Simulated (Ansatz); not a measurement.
Geometry optimisation, DFT PBEsol, scalar-relativistic, plane waves, PAW (Ansatz 0.2.0).

Input:

```yaml
crystal:
  lattice:
    - [5.727565, 0.0, 0.0]
    - [4.295674, 7.440325, 0.0]
    - [0.0, 0.0, 16.676537]
  atoms:
    - { symbol: Al, position: [0.16666666, 0.11111111, 0.05996449] }
    - { symbol: Al, position: [0.66666665, 0.11111111, 0.05996449] }
    - { symbol: Al, position: [0.16666664, 0.44444445, 0.05996449] }
    - { symbol: Al, position: [0.66666663, 0.44444445, 0.05996449] }
    - { symbol: Al, position: [0.16666662, 0.77777779, 0.05996449] }
    - { symbol: Al, position: [0.66666661, 0.77777779, 0.05996449] }
    - { symbol: Al, position: [-0.16666668, 0.22222223, 0.20017757] }
    - { symbol: Al, position: [0.33333332, 0.22222223, 0.20017757] }
    - { symbol: Al, position: [-0.1666667, 0.55555556, 0.20017757] }
    - { symbol: Al, position: [0.33333329, 0.55555556, 0.20017757] }
    - { symbol: Al, position: [-0.16666672, 0.8888889, 0.20017757] }
    - { symbol: Al, position: [0.33333327, 0.8888889, 0.20017757] }
    - { symbol: Al, position: [0.0, 0.0, 0.34039064] }
    - { symbol: Al, position: [0.49999999, 0.0, 0.34039064] }
    - { symbol: Al, position: [-2.0e-08, 0.33333334, 0.34039064] }
    - { symbol: Al, position: [0.49999997, 0.33333334, 0.34039064] }
    - { symbol: Al, position: [-4.0e-08, 0.66666668, 0.34039064] }
    - { symbol: Al, position: [0.49999995, 0.66666668, 0.34039064] }
    - { symbol: C, position: [0.74999995, 0.66666668, 0.42613986] }
    - { symbol: H, position: [0.16666662, 0.77777779, 0.32180165] }
    - { symbol: H, position: [0.80696219, 0.76306235, 0.45971998] }
    - { symbol: H, position: [0.54793144, 0.70601815, 0.45971998] }
basis:
  ecutwfc: 420.0
kpoints:
  mp_grid: { grid: [3, 2, 1] }
hamiltonian:
  xc: pbesol
scf:
  occupations: { method: gaussian, width: 0.05 }
  lower_state_search: "off"
relax:
  f_tol: 0.03
  max_steps: 60
  adjacent_minimum: "off"
  constraints: [{ sites: [0, 1, 2, 3, 4, 5] }]
```

Command:

```bash
$ ansatz run input.yaml --threads 1 --pin off --max-ram 3072MiB --backend cpu --events-out ev --progress --plain --runs-dir out
```

**Question.** Where does it end, and by what steps?

**Answer.** The run converged. The force dipped under the threshold on the way, but the program's further checks kept it going. Limits of this set-up: coarse k mesh, thin slab, slab without dipole correction, odd electron count without spin. After 10 steps the energy has fallen by 2.281 eV; H20 moved furthest, 0.89 Å. Joined: Al14–C19.

| step | energy less start (eV) | largest force component (eV/Å) | accepted |
| --- | --- | --- | --- |
| 0 | 0.0000 | 1.834 | yes |
| 1 | -0.5991 | 1.352 | yes |
| 2 | -1.0123 | 1.020 | yes |
| 3 | -1.4104 | 1.003 | yes |
| 4 | -1.8372 | 0.884 | yes |
| 5 | -2.1489 | 0.407 | yes |
| 6 | -2.2533 | 0.245 | yes |
| 7 | -2.2719 | 0.152 | yes |
| 8 | -2.2779 | 0.075 | yes |
| 9 | -2.2808 | 0.015 | yes |
| 10 | -2.2808 | 0.015 | yes |

```xyz
22
Lattice="5.7276 0.0000 0.0000 4.2957 7.4403 0.0000 0.0000 0.0000 16.6765" Properties=species:S:1:pos:R:3
Al 1.432 0.827 1.000
Al 4.296 0.827 1.000
Al 2.864 3.307 1.000
Al 5.728 3.307 1.000
Al 4.296 5.787 1.000
Al 7.159 5.787 1.000
Al -0.014 1.684 3.253
Al 2.853 1.669 3.251
Al 1.462 4.112 3.274
Al 4.292 4.115 3.272
Al 2.856 6.630 3.323
Al 5.735 6.642 3.287
Al -0.042 0.134 5.522
Al 2.788 0.035 5.585
Al 1.424 2.410 5.559
Al 4.268 2.423 5.608
Al 2.962 4.739 5.602
Al 5.807 4.841 5.518
C 7.353 5.725 6.752
H 4.446 5.835 6.242
H 7.874 6.460 7.408
H 6.807 5.107 7.502
```

Whether the end is a true minimum wasn't checked by a vibrational analysis.

The run took 2.9 min on 1 thread of Arm Neoverse N1 (shared host), peak memory 0.68 GiB.
